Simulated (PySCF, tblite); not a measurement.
**C₆H₉O₂ radical: geometry, infrared bands and EPR parameters**

What infrared bands and EPR parameters should C₆H₉O₂ radical (`[CH2]OCCC1=C[C@H]1O`) show?

Programs: tblite 0.8.0 and PySCF 2.14.0, with density-fitted response routines of our own. Each step states its level of theory. These are calculated values for one molecule in the gas phase, unless marked as measured. Atoms are numbered from 0 throughout.

### 1 The molecule as given

17 atoms, charge 0, multiplicity 2; geometry from: force field or distance geometry start.

Bonds of the start (Å): C0–O1 1.36, O1–C2 1.37, C2–C3 1.49, C3–C4 1.49, C4–C5 1.32, C5–C6 1.47, C6–O7 1.38, C6–C4 1.51, C0–H8 1.10, C0–H9 1.10, C2–H10 1.13, C2–H11 1.13, C3–H12 1.11, C3–H13 1.13, C5–H14 1.11, C6–H15 1.12, O7–H16 0.99.

### 2 Relaxing the molecule with GFN2-xTB

Job settings and geometry (Å):

```
{"job": {"kind": "relax", "xc": "GFN2-xTB", "basis": "xTB"}, "charge": 0, "multiplicity": 2}
C      1.628400     1.034300     0.465300
O      2.133900    -0.050500    -0.180400
C      1.454000    -1.235000    -0.051200
C      0.071300    -1.131300    -0.607600
C     -0.822100    -0.153300     0.072500
C     -1.166400     0.787600     0.939400
C     -2.225100     0.400200    -0.006200
O     -2.433300     1.199000    -1.107400
H      1.729100     1.008800     1.563900
H      1.974300     1.984200     0.023200
H      1.390400    -1.550800     1.032200
H      2.057000    -2.006900    -0.609900
H      0.145100    -0.776100    -1.654500
H     -0.465200    -2.127300    -0.589200
H     -0.911900     1.449000     1.788600
H     -3.019300    -0.291100     0.365100
H     -1.547100     1.471100    -1.453800
```

Command:

```
$ OMP_NUM_THREADS=1 python probes_run.py task.json out
```

The driver reads the jobs from task.json and runs them one after another.

**Question.** This job is followed by: GFN2-xTB harmonic vibrations, gas phase; UKS B3LYP, pcH-1 on C H O, non-relativistic, mean-field spin-orbit, GIAO. Predict these results of the whole session: strongest single infrared mode (GFN2-xTB); zero-point energy (GFN2-xTB); g(iso) (B3LYP); ⟨S²⟩; largest a(iso) (averaged by class); potential on the surface of density 0.002 e/bohr³, 1st and 99th percentile.

The runs gave:

| quantity | value |
| --- | --- |
| strongest single infrared mode (GFN2-xTB) | 1360 cm⁻¹, 171 km/mol |
| zero-point energy (GFN2-xTB) | 83.5 kcal/mol |
| g(iso) (B3LYP) | 2.00360 |
| ⟨S²⟩ | 0.753 (exact 0.75) |
| largest a(iso) (averaged by class) | 13C on C0, 170.3 MHz |
| potential on the surface of density 0.002 e/bohr³, 1st and 99th percentile | -1.95 V and 1.11 V |

**Reading.** Relaxing lowered the energy by 0.742 eV in 166 steps; the close pair that moved most is C2–C3, from 1.494 to 1.547 Å. All 45 modes are real, so the xTB geometry is a minimum. The strongest single mode, at 1360 cm⁻¹, has its largest shares on C6, H16 and H15 (the list is cut at 3 atoms). GFN2-xTB is a fitted tight-binding method: band positions and strengths are rough. Its intensities can rank the bands wrongly. C0 carries the largest spin population, 0.78 e. The isotropic g lies 1.3 ppt above the free-electron value.
